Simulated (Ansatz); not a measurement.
# AlH3O3: taking an electron away

The task here is to estimate one member of a computed series from the others.

Method: unrestricted cation, the program's frozen cores in correlated methods; program: Ansatz 0.2.0, Gaussian basis.

The runs, in order: UKS PBE-D4/def2-TZVPP; UKS r2SCAN-D4/def2-TZVPP; UKS PBE0-D4/def2-TZVPP; UKS B3LYP-D4/def2-TZVPP; UKS wB97X-V/def2-TZVPP; UKS wB97M-V/def2-TZVPP; UKS B2PLYP/def2-TZVPP; UHF-CCSD(T)/def2-TZVPP; UHF-MP2/def2-QZVPP; extrapolation to the limit; then −ε(HOMO) from the neutral's earlier runs with LDA (SPW92), PBE-D4, revPBE-D4, BLYP-D4, r2SCAN-D4, B97M-V, PBE0-D4, B3LYP-D4, r2SCANh-D4, r2SCAN0-D4, HSE06-D4, BHLYP-D4, CAM-B3LYP-D4, LC-ωPBE, ωB97X-V, ωB97M-V.

## The geometry

The geometry comes from an earlier relaxation with PBE0-D4 in a triple-zeta def2 set; it is a stationary point, not always the lowest conformer.

SMILES `[OH][Al]([OH])[OH]`, 7 atoms, charge 0, spin multiplicity 1.

Atoms are counted from 1 here; the program's logs count them from 0.

Bond lengths: O1–Al2 1.689 Å, O1–H5 0.956 Å, Al2–O3 1.689 Å, Al2–O4 1.689 Å, O3–H6 0.956 Å, O4–H7 0.956 Å. Angles: Al2–O1–H5 122.4°, O1–Al2–O3 120.0°, O1–Al2–O4 120.0°, O3–Al2–O4 120.0°, Al2–O3–H6 122.4°, Al2–O4–H7 122.5°.

Set-up of the first run:

in.yaml reads:

```yaml
crystal:
  periodic: [false, false, false]
  atoms:
    - {symbol: O, position_ang: [-1.645590, 0.189716, -0.282109]}
    - {symbol: Al, position_ang: [0.008653, -0.009750, -0.006502]}
    - {symbol: O, position_ang: [0.664391, 0.365882, 1.503863]}
    - {symbol: O, position_ang: [1.007216, -0.584896, -1.241127]}
    - {symbol: H, position_ang: [-2.242094, 0.512514, 0.390957]}
    - {symbol: H, position_ang: [1.594742, 0.266478, 1.697777]}
    - {symbol: H, position_ang: [0.673782, -0.807943, -2.108357]}
basis:
  gaussian: {orbitals: def2-TZVPP}
total_charge: 1
magnetization: {spin_polarized: true, initial_magnetization: 1}
hamiltonian: {xc: pbe, dispersion: d4}
```

The run is started by

```bash
> ansatz run in.yaml --threads 4 --pin off --events-out ev --progress --plain --max-ram 10444MiB
```

Steps of the session up to this table: Cation, UKS PBE-D4/def2-TZVPP; Cation, UKS r2SCAN-D4/def2-TZVPP; Cation, UKS PBE0-D4/def2-TZVPP; Cation, UKS B3LYP-D4/def2-TZVPP; Cation, UKS wB97X-V/def2-TZVPP; Cation, UKS wB97M-V/def2-TZVPP; Cation, UKS B2PLYP (frozen core)/def2-TZVPP; Cation, UHF-CCSD(T)/def2-TZVPP; Cation, UHF-MP2/def2-QZVPP.

One of the session's tables, all rows but one given; the rest of the session is left out.

For comparison, −ε(HOMO) of the neutral from earlier runs:

| functional | −ε(HOMO) (eV) |
| --- | --- |
| LDA (SPW92) | 7.53 |
| PBE-D4 | 7.30 |
| revPBE-D4 | ? |
| BLYP-D4 | 7.21 |
| r2SCAN-D4 | 7.69 |
| B97M-V | 7.73 |
| PBE0-D4 | 9.03 |
| B3LYP-D4 | 8.75 |
| r2SCANh-D4 | 8.34 |
| r2SCAN0-D4 | 9.31 |
| HSE06-D4 | 8.62 |
| BHLYP-D4 | 10.70 |
| CAM-B3LYP-D4 | 10.57 |
| LC-ωPBE | 11.99 |
| ωB97X-V | 11.60 |
| ωB97M-V | 11.53 |

**Question.** Estimate the row for revPBE-D4.

The run gave: −ε(HOMO) (eV): 7.22. In the column «−ε(HOMO) (eV)» it lies between BLYP-D4 (7.21) and PBE-D4 (7.30).
